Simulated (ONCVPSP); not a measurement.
# Pseudopotential generation for F: ONCV, LDA (Perdew-Wang 92)

Do these settings give a usable potential? It is generated, then checked for transferability, scattering, ghosts and hardness.

Method: ONCVPSP 4.0.1, LDA (Perdew-Wang 92), scalar-relativistic.

## 1. Starting point

Typed settings, in words:

```json
{"element": "fluorine (F, Z = 9)", "type": "optimised norm-conserving Vanderbilt (ONCV)", "frozen core": "[He]", "valence charge": "7", "reference configuration": "2s2 2p4 (charge +1)", "partial waves": "2s: rc 0.85 bohr, ncon 4, nbas 9, qcut 6.3 1/bohr, 1 projector; 2p: rc 1.20 bohr, ncon 4, nbas 8, qcut 11.2 1/bohr, 1 projector", "local potential": "polynomial inside 0.75 bohr (lpopt 1, dvloc0 3 Ha)", "core correction": "Teter function fitted to the true core (icmod 2), fcfact 0.55"}
```

The outer shells as boxes (Hund's rule for the drawing; the calculation is spin-unpolarised):

```
[He] core
2s [↑↓]
2p [↑↓][↑ ][↑ ]
```

The nodes and maxima of the atom's own shells, from an earlier all-electron run, set the scale for the radii.

All-electron outer shells of the reference configuration (LDA (PZ), scalar-relativistic, ld1.x):

```tsv
shell	level (eV)	outermost node (bohr)	outermost maximum (bohr)
1s	-679.68	–	0.12
2s	-47.07	0.24	0.75
2p	-28.45	–	0.68
```

## 2. The generation run

Contents of F.dat:

```
# ATOM AND REFERENCE CONFIGURATION
# atsym  z   nc   nv     iexc    psfile
  F 9.00    1    2  -001012      upf
#
#   n    l    f
    1    0    2.00
    2    0    2.00
    2    1    4.00
#
# PSEUDOPOTENTIAL AND OPTIMIZATION
# lmax
    1
#
#   l,   rc,      ep,       ncon, nbas, qcut
    0    0.85    0.00    4    9    6.30
    1    1.20    0.00    4    8   11.20
#
# LOCAL POTENTIAL
# lloc, lpopt,  rc(5),   dvloc0
    4    1    0.75    3.00
#
# VANDERBILT-KLEINMAN-BYLANDER PROJECTORs
# l, nproj, debl
    0    1    2.90
    1    1    1.50
#
# MODEL CORE CHARGE
# icmod, fcfact, rcfact
    2    0.55    0.85
#
# LOG DERIVATIVE ANALYSIS
# epsh1, epsh2, depsh
   -3.00    5.00    0.02
#
# OUTPUT GRID
# rlmax, drl
    6.00    0.01
#
# TEST CONFIGURATIONS
# ncnf
    4
# nvcnf
#   n    l    f
    2
    2    0    2.00
    2    1    5.00
#
    2
    2    0    2.00
    2    1    3.00
#
    2
    2    0    2.00
    2    1    2.00
#
    2
    2    0    1.00
    2    1    5.00
#
```

The run is started by

```
oncvpsp.x < F.dat > F.out
```

What does the calculation give? Wanted: cutoffs for 1 and 0.1 mHa per electron, occupied waves; bound ghosts; GHOST(+) flags; largest test error; largest phase difference near zero energy, channels read; rms error of d²Exc/dn², without and with the model core.

**Answer**, as computed:

| quantity | value |
| --- | --- |
| cutoffs for 1 and 0.1 mHa per electron, occupied waves | 273 Ha and 335 Ha |
| bound ghosts | none found |
| GHOST(+) flags | none at low energy |
| largest test error (AE − PS) | +337 meV, for 2s2 2p2 |
| largest phase difference near zero energy, channels read | 0.006 rad |
| rms error of d²Exc/dn², without and with the model core | 3.52 and 1.78 mHa |

What this shows: The worst unpolarised test, 2s2 2p2, is off by 337 meV on 99.3 eV; by total energies transferability rates as poor. That test lies far up in energy; among those under 40 eV, nearer to bonding, the largest error is 48 meV. By its cutoff, 273 Ha for the looser tolerance, it is very hard. At the looser tolerance the 2s wave is the slowest; 2p needs 46 Ha. The program's ghost test flags no bound state. Near zero energy the phases of the channels with partial waves agree within 0.006 rad. These are tests on the free atom; a crystal test is still owed.
